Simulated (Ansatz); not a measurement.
# SeBr+ (triplet): the correlation ladder, cc-pVDZ

How much of the correlation energy of SeBr+ (triplet) does each wave-function method recover here?

The runs use Ansatz 0.2.0, Gaussian basis; cc-pVDZ, core rule «outside noble gas», up to 28 orbitals frozen.

Plan: UHF; CCSD(T) on ROHF; CCSD(T) on UHF; BCCD(T) on ROHF; CISD; CCSDT(Q) on ROHF; CCSDT(Q) on UHF; CASSCF and MRCISD+Q, 12 electrons in 8 orbitals; CASSCF and NEVPT2, 12 electrons in 8 orbitals.

10 further runs of the same task are left out: 7 that didn't finish, 3 set aside as unsound or not needed.

## Step 1: The system

The geometry is a PBE0/def2-TZVP stationary point (not a proven minimum) of the parent state, kept for this charge and spin. No spin-orbit coupling is included. The filled d shell of Se, Br may be among the frozen orbitals whatever the setting's name suggests; the logs give the count.

2 atoms, charge 1, spin multiplicity 3.

Atoms are counted from 1 here; the program's logs count them from 0.

Bond lengths: Se1–Br2 2.165 Å.

## Step 2: UHF

Contents of in.yaml:

```yaml
crystal:
  periodic: [false, false, false]
  atoms:
    - {symbol: Se, position_ang: [0.000000, 0.000000, 0.000000]}
    - {symbol: Br, position_ang: [0.000000, 0.000000, 2.164600]}
basis:
  gaussian: {orbitals: cc-pVDZ}
total_charge: 1
magnetization: {spin_polarized: true, initial_magnetization: 2}
hamiltonian: {xc: hf}
output: {orbitals: {seedname: orbitals}}
```

The run is started by

```sh
ansatz run in.yaml --threads 1 --pin off --events-out ev --progress --plain --max-ram 2393MiB
```

After this run come: CCSD(T) on ROHF; CCSD(T) on UHF; BCCD(T) on ROHF; CISD; CCSDT(Q) on ROHF; CCSDT(Q) on UHF; CASSCF and MRCISD+Q, 12 electrons in 8 orbitals; CASSCF and NEVPT2, 12 electrons in 8 orbitals.

**Question.** What will the summary of the whole plan be? Wanted: UCCSDT(Q) below the RHF energy; RMP2 from UCCSDT(Q); UMP2 from UCCSDT(Q); RCCSD from UCCSDT(Q); RCCSD(T) from UCCSDT(Q); UCCSD(T) from UCCSDT(Q); RCCSDT(Q) from UCCSDT(Q); NEVPT2 valence from UCCSDT(Q); MRCISD+Q valence from UCCSDT(Q).

**Answer**, as computed:

| quantity | value |
| --- | --- |
| UCCSDT(Q) below the RHF energy | -6.3933 eV |
| RMP2 from UCCSDT(Q) | +20.90 kcal/mol |
| UMP2 from UCCSDT(Q) | +21.37 kcal/mol |
| RCCSD from UCCSDT(Q) | +5.84 kcal/mol |
| RCCSD(T) from UCCSDT(Q) | +1.17 kcal/mol |
| UCCSD(T) from UCCSDT(Q) | +1.07 kcal/mol |
| RCCSDT(Q) from UCCSDT(Q) | +0.23 kcal/mol |
| NEVPT2 valence from UCCSDT(Q) | +25.45 kcal/mol |
| MRCISD+Q valence from UCCSDT(Q) | +0.54 kcal/mol |
| levels within 1 kcal/mol (43 meV) | RCCSDT, UCCSDT, RCCSDT(Q), MRCISD+Q valence |
| T1 diagnostic | 0.039 |
| effectively unpaired electrons | 2.02 |

In words: RCCSD(T) misses by +1.17 kcal/mol, 0.8 % of the correlation energy. One determinant dominates. Of the multireference levels listed MRCISD+Q valence comes nearest in total energy (+0.54 kcal/mol), which doesn't show that its space is the better one. These misses are within one basis, not against nature; the frozen cores of restricted and unrestricted runs differ, which can shift their rows.
